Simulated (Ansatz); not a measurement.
Geometry optimisation, DFT PBEsol, scalar-relativistic, plane waves, PAW in Ansatz 0.2.0.

Input file:

```yaml
crystal:
  lattice:
    - [0.0, 4.1515, 4.1515]
    - [4.1515, 0.0, 4.1515]
    - [4.1515, 4.1515, 0.0]
  atoms:
    - { symbol: Mg, position: [0.0, 0.0, 0.0] }
    - { symbol: O, position: [0.25, 0.25, 0.25] }
    - { symbol: Mg, position: [0.0, 0.0, 0.5] }
    - { symbol: O, position: [0.25, 0.25, 0.75] }
    - { symbol: Mg, position: [0.0, 0.5, 0.0] }
    - { symbol: O, position: [0.25, 0.75, 0.25] }
    - { symbol: Mg, position: [0.0, 0.5, 0.5] }
    - { symbol: O, position: [0.25, 0.75, 0.75] }
    - { symbol: Mg, position: [0.5, 0.0, 0.0] }
    - { symbol: O, position: [0.75, 0.25, 0.25] }
    - { symbol: Mg, position: [0.5, 0.0, 0.5] }
    - { symbol: O, position: [0.75, 0.25, 0.75] }
    - { symbol: Mg, position: [0.5, 0.5, 0.0] }
    - { symbol: O, position: [0.75, 0.75, 0.25] }
    - { symbol: Mg, position: [0.5, 0.5, 0.5] }
    - { symbol: O, position: [0.75, 0.75, 0.75] }
    - { symbol: Mg, position: [-0.11794447, 0.36323023, 0.87992803] }
basis:
  ecutwfc: 420.0
kpoints:
  mp_grid: { grid: [3, 3, 3] }
hamiltonian:
  xc: pbesol
  pseudopotentials: { kind: paw, azcp: { folder: soft_1 } }
scf:
  occupations: { method: fermi_dirac, width: 0.02 }
  lower_state_search: "off"
relax:
  f_tol: 0.03
  max_steps: 60
  adjacent_minimum: "off"
```

Launched with:

```bash
$ ansatz run input.yaml --threads 2 --pin off --max-ram 5120MiB --backend cpu --events-out ev --progress --plain --runs-dir out
```

Task: Where does it end, and by what steps?

Result: It converged. Limits of this set-up: coarse k mesh, PAW files made for another functional. After 9 steps the energy has fallen by 6.535 eV; Mg1 moved furthest, 0.67 Å. Parted: Mg1–O4 (2.08 → 2.76 Å), Mg1–O10 (2.08 → 2.76 Å), Mg1–O12 (2.08 → 2.76 Å).

```json
{"step": "0", "energy less start (eV)": "0.0000", "largest force component (eV/Å)": "6.920", "accepted": "yes"}
{"step": "1", "energy less start (eV)": "-4.0207", "largest force component (eV/Å)": "3.919", "accepted": "yes"}
{"step": "2", "energy less start (eV)": "-6.1066", "largest force component (eV/Å)": "0.563", "accepted": "yes"}
{"step": "3", "energy less start (eV)": "-6.2576", "largest force component (eV/Å)": "0.465", "accepted": "yes"}
{"step": "4", "energy less start (eV)": "-6.3664", "largest force component (eV/Å)": "0.623", "accepted": "yes"}
{"step": "5", "energy less start (eV)": "-6.3988", "largest force component (eV/Å)": "0.382", "accepted": "yes"}
{"step": "6", "energy less start (eV)": "-6.5220", "largest force component (eV/Å)": "0.094", "accepted": "yes"}
{"step": "7", "energy less start (eV)": "-6.5298", "largest force component (eV/Å)": "0.131", "accepted": "yes"}
{"step": "8", "energy less start (eV)": "-6.5350", "largest force component (eV/Å)": "0.036", "accepted": "yes"}
{"step": "9", "energy less start (eV)": "-6.5351", "largest force component (eV/Å)": "0.002", "accepted": "yes"}
```

```xyz
17
Lattice="0.0000 4.1515 4.1515 4.1515 0.0000 4.1515 4.1515 4.1515 0.0000" Properties=species:S:1:pos:R:3
Mg -0.386 0.388 -0.386
O 2.110 2.043 2.110
Mg 2.124 2.029 0.030
O 4.205 4.099 2.308
Mg 2.168 0.045 2.169
O 4.176 2.160 4.177
Mg 4.108 1.985 2.169
O 6.144 4.128 4.177
Mg 0.029 2.029 2.124
O 2.308 4.099 4.205
Mg 2.124 4.123 2.124
O 4.205 5.997 4.205
Mg 2.168 1.985 4.108
O 4.176 4.128 6.145
Mg 4.216 4.088 4.216
O 6.179 6.277 6.179
Mg 4.926 3.379 0.775
```

The run took 84 s on 2 threads of Arm Neoverse V1 (shared host), peak memory 0.49 GiB.
